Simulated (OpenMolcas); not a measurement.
**Cr³⁺ among point charges: CASSCF and CASPT2 levels and susceptibility**

Aim: the splitting of the states of Cr³⁺ in the field of 6 point charges, its lowest levels with spin-orbit coupling and its magnetic susceptibility.

Method: state-averaged CASSCF and CASPT2, spin-orbit coupling by RASSI with atomic mean-field integrals. Code: OpenMolcas 26.06.

## 1. Starting point

| Item | Value |
| --- | --- |
| Species | Cr³⁺ (chromium, Z = 24, 21 electrons) |
| Basis | ANO-RCC-VDZP [5s4p2d1f], 34 functions |
| Scalar Hamiltonian | DKH2, point nucleus |
| Inactive shells | 1s 2s 2p 3s 3p |
| Active space | 3 electrons in 5 orbitals (3d) |
| Some configurations of this space | 3d³ |
| Orbitals | optimised for each spin and parity, averaged over all roots |

The outer shells:

3d3
```
3d [↑ ][↑ ][↑ ][  ][  ]
```

The ion sits among 6 point charges of -2.2 e arranged as a tetragonal octahedron (D4h), 1.78 Å from the ion, with the axial distance 1.691 Å.

Each step is its own input file, run in one work folder so that later steps find the files of earlier ones. Labels, J, g values, rates, χT and fits are worked out afterwards by a script from the matrices that RASSI stores. The input lists half of the charges; inversion (Group=XYZ) makes the rest.

## 2. One- and two-electron integrals

Contents of a.inp:

```
&GATEWAY
Coord
1

Cr 0.0 0.0 0.0
Basis=ANO-RCC-VDZP
Group=XYZ
NoMove
AngMom=0.0 0.0 0.0
AMFI
XField
3 Angstrom 0
1.780000 0.000000 0.000000 -2.200000
0.000000 1.780000 0.000000 -2.200000
0.000000 0.000000 1.691000 -2.200000
&SEWARD
```

Launch:

```bash
$ OMP_NUM_THREADS=1 MOLCAS_MEM=1689 MOLCAS_PROJECT=a pymolcas a.inp > a.log
```

## 3. CASSCF: quartets of even parity, 10 roots

Contents of a.inp:

```
&RASSCF
FileOrb=start.orb
Symmetry=1
Spin=4
nActEl=3 0 0
Inactive=3 6
Ras2=5 0
CIRoot=10 10 1
SDav=10
CIMx=300
Iter=120 100
PrWF=0.3
OrbListing=Nothing
MaxOrb=0
>>> COPY $Project.JobIph JOB001
```

start.orb holds the contracted functions of the basis, ordered by shell, or the orbitals of the step before.

## 4. Reference wave functions, doublets of even parity, 40 roots

Contents of a.inp:

```
&RASSCF
FileOrb=start.orb
Symmetry=1
Spin=2
nActEl=3 0 0
Inactive=3 6
Ras2=5 0
CIRoot=40 40 1
SDav=40
CIMx=300
Iter=120 100
PrWF=0.3
OrbListing=Nothing
MaxOrb=0
>>> COPY $Project.JobIph JOB002
```

## 5. RASSI: spin-orbit coupling between the states

Contents of a.inp:

```
&RASSI
NrOfJobIphs=2 10 40
1 2 3 4 5 6 7 8 9 10
1 2 3 4 5 6 7 8 9 10 11 12 13 14 15 16 17 18 19 20 21 22 23 24 25 26 27
28 29 30 31 32 33 34 35 36 37 38 39 40
IphNames
JOB001
JOB002
EJob
SpinOrbit
DIPRint=1.0
SOCoupling=1000.0
Subsets=2
Property=9
'ANGMOM' 1 'ANGMOM' 2 'ANGMOM' 3 'MLTPL  1' 1 'MLTPL  1' 2 'MLTPL  1' 3
'AMFI' 1 'AMFI' 2 'AMFI' 3
SOProperty=3
'ANGMOM' 1 'ANGMOM' 2 'ANGMOM' 3
```

## 6. CASPT2: IPEA 0.25, imaginary shift 0.1 (closed shells correlated: 3s 3p)

Contents of a.inp:

```
>>> COPY JOB001 $Project.JobIph
&CASPT2
Multistate=10 1 2 3 4 5 6 7 8 9 10
NoMult
Frozen=2 3
IPEA=0.25
Imaginary=0.1
MaxIter=60
WThr=0.0 0.3 0.05
PrWF=0.5
NoMix
>>> COPY JOB002 $Project.JobIph
&CASPT2
Multistate=40 1 2 3 4 5 6 7 8 9 10 11 12 13 14 15 16 17 18 19 20 21 22
23 24 25 26 27 28 29 30 31 32 33 34 35 36 37 38 39 40
NoMult
Frozen=2 3
IPEA=0.25
Imaginary=0.1
MaxIter=60
WThr=0.0 0.3 0.05
PrWF=0.5
NoMix
```

(Steps that only read results are left out.)

Q: Predict the outcome of this session. Wanted: spin-free ground state; first state of the same spin within the active space; lowest level; next level.

The runs gave:

| quantity | value |
| --- | --- |
| method | SS-CASPT2, IPEA 0.25, imaginary shift 0.1 (closed shells correlated: 3s 3p) |
| spin-free ground state | 4B1, 1-fold in its orbital part |
| first state of the same spin within the active space | 4E at 9910 cm⁻¹ |
| lowest level | 2-fold E3/2, g = 1.93, 3.85, 3.85 |
| next level | 0.6 cm⁻¹ |
| χT at 300 K | 1.80 cm³ K/mol |
| effective moment at 300 K | 3.79 μB |

Cost by method:

| method | time of its own steps | time with the reference |
| --- | --- | --- |
| A. CASSCF | 12 s | 12 s |
| B. SS-CASPT2, IPEA 0.25, imaginary shift 0.1, +3s 3p | 3.7 s | 16 s |

Times are of one thread on a shared host.

In words: The spin-free ground state (4B1) comes to 100 % from free-ion F terms and keeps the highest spin of the shell. χT at 300 K is 1.80, against 1.88 cm³ K/mol for the spin alone; near agreement at one temperature doesn't show that the orbital moment is quenched. The field of point charges can differ much from that of real complexes. Point charges carry no covalency, so the field is a model and not that of real ligands.
